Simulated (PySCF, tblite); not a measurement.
**C₂H₈OSi₂, a small gas-phase stand-in for a defect centre: NMR shifts, core binding energies and electronic excitations**

What NMR shifts, core binding energies and electronic excitations should one expect for `[SiH3]C[C]O[SiH3]`? It is drawn as: twofold C.

Computed with tblite 0.8.0 and PySCF 2.14.0; each step states its level. No surroundings beyond the atoms listed, unless a continuum is named. Atoms count from 0, parts from 1.

## (1) The system as given

13 atoms, charge 0, multiplicity 1; geometry: distance geometry start.

## (2) Relaxing the cluster with GFN2-xTB

The job: settings as JSON, then the geometry in Å.

```
{"job": {"kind": "relax", "xc": "GFN2-xTB", "basis": "xTB"}, "charge": 0, "multiplicity": 1}
C      1.114404     0.589681    -1.676635
O      0.813489     1.956467    -1.891675
Si    -0.092968     2.988544    -0.825161
C      1.147057    -0.834625    -1.432781
Si     0.232873    -1.208784     0.150866
H     -1.368700     2.390756    -0.589983
H      0.616759     3.178046     0.388629
H     -0.298250     4.256070    -1.437238
H      0.700932    -1.339736    -2.228376
H      2.122920    -1.130247    -1.340406
H      1.073654    -0.954744     1.241025
H     -0.158189    -2.557034     0.128145
H     -0.923639    -0.362959     0.213818
```

With the program's defaults for keys left out, this is: GFN2-xTB geometry optimisation, gas phase.

Run with:

```sh
$ OMP_NUM_THREADS=1 python cluster_run.py task.json out
```

The driver reads the jobs from task.json and runs them one after another.

**Question.** The jobs that follow are: PBE0-D3(BJ)/def2-SVP geometry optimisation, gas phase; GIAO PBE0/pcSseg-2 NMR shielding, non-relativistic, gas phase; delta-SCF UKS SCAN, pcX-2 on the ionised atom, pcseg-1 elsewhere, spin-free X2C; TDDFT CAM-B3LYP/def2-SVPD, vertical, gas phase, core orbitals frozen in the response. Predict: point group; rotational constants (main isotopes); ¹³C shifts against TMS (PBE0/pcSseg-2); ¹H shifts against TMS (PBE0/pcSseg-2); ¹⁷O shifts against H2O (PBE0/pcSseg-2); ²⁹Si shifts against TMS (PBE0/pcSseg-2); potential on the surface of density 0.002 e/bohr³, 1st and 99th percentile; C1s binding energies, SCAN/pcX-2; Si2p binding energies, SCAN/pcX-2; O1s binding energies, SCAN/pcX-2; lowest singlet (CAM-B3LYP/def2-SVPD); brightest single state of those computed; lowest triplet; vertical ionisation energy (ΔSCF); vertical electron affinity (ΔSCF).

As calculated:

```
                                                                  quantity                                               value
                                                               point group                                                  C1
                                      rotational constants (main isotopes)                                6.49, 1.51, 1.39 GHz
                                    ¹³C shifts against TMS (PBE0/pcSseg-2)                                     516.7, 64.9 ppm
                                     ¹H shifts against TMS (PBE0/pcSseg-2)  5.62, 5.41, 5.29, 5.20, 4.67, 3.96, 3.35, 3.23 ppm
                                    ¹⁷O shifts against H2O (PBE0/pcSseg-2)                                           407.1 ppm
                                   ²⁹Si shifts against TMS (PBE0/pcSseg-2)                                    -55.4, -71.0 ppm
potential on the surface of density 0.002 e/bohr³, 1st and 99th percentile                                  -2.08 V and 1.35 V
                                          C1s binding energies, SCAN/pcX-2                             C0 292.04, C3 290.57 eV
                                         Si2p binding energies, SCAN/pcX-2                           Si2 107.89, Si4 107.27 eV
                                          O1s binding energies, SCAN/pcX-2                                        O1 539.01 eV
                                      lowest singlet (CAM-B3LYP/def2-SVPD)                         2.72 eV (455 nm), f = 0.005
                                  brightest single state of those computed                         state 2, 5.19 eV, f = 0.048
                                                            lowest triplet                                             1.37 eV
                                         vertical ionisation energy (ΔSCF)                                             7.89 eV
                                         vertical electron affinity (ΔSCF)    -0.42 eV (unbound: the value hangs on the basis)
```

**Reading.** The start of the PBE0/def2-SVP relaxation was shaken at random by about 0.01 Å, so part of the energy gained, and of the first lengths quoted, undoes that. Relaxing lowered the energy by 0.275 eV in 18 steps; the close pair that moved most is O1–Si2, from 1.652 to 1.725 Å (PBE0/def2-SVP). Hydrogens of an XH3 group are listed apart at this fixed geometry; free rotation makes them one line at their mean. At PBE0/pcSseg-2: The largest span, 1101 ppm, is at C0, where the paramagnetic term is -581 ppm. By nearest atom (PBE0/pcSseg-2), the HOMO sits on C0 67 %; O1 12 % and the LUMO on C0 56 %; O1 13 %. At SCAN/pcX-2: The C1s levels kept as sound span 1.47 eV, from C3 (carbon bonded to C, Si, 2 H) up to C0 (carbon bonded to C, O). At SCAN/pcX-2: The Si2p levels kept as sound span 0.62 eV, from Si4 (silicon bonded to C, 3 H) up to Si2 (silicon bonded to O, 3 H). The lowest singlet, at 2.72 eV, is HOMO→LUMO 0.96 and is weak; of the 6 states computed, the strongest absorption comes from state 2 at 5.19 eV. The lowest triplet lies 1.35 eV below the lowest singlet (triplets in Tamm-Dancoff, singlets in full TDDFT). The orbital energy would give 7.18 eV for ionisation, ΔSCF gives 7.89 eV. A capped cluster stands for the solid here, so long-range fields and strain are missing, and bands or shifts of the capping hydrogens have no counterpart in it.
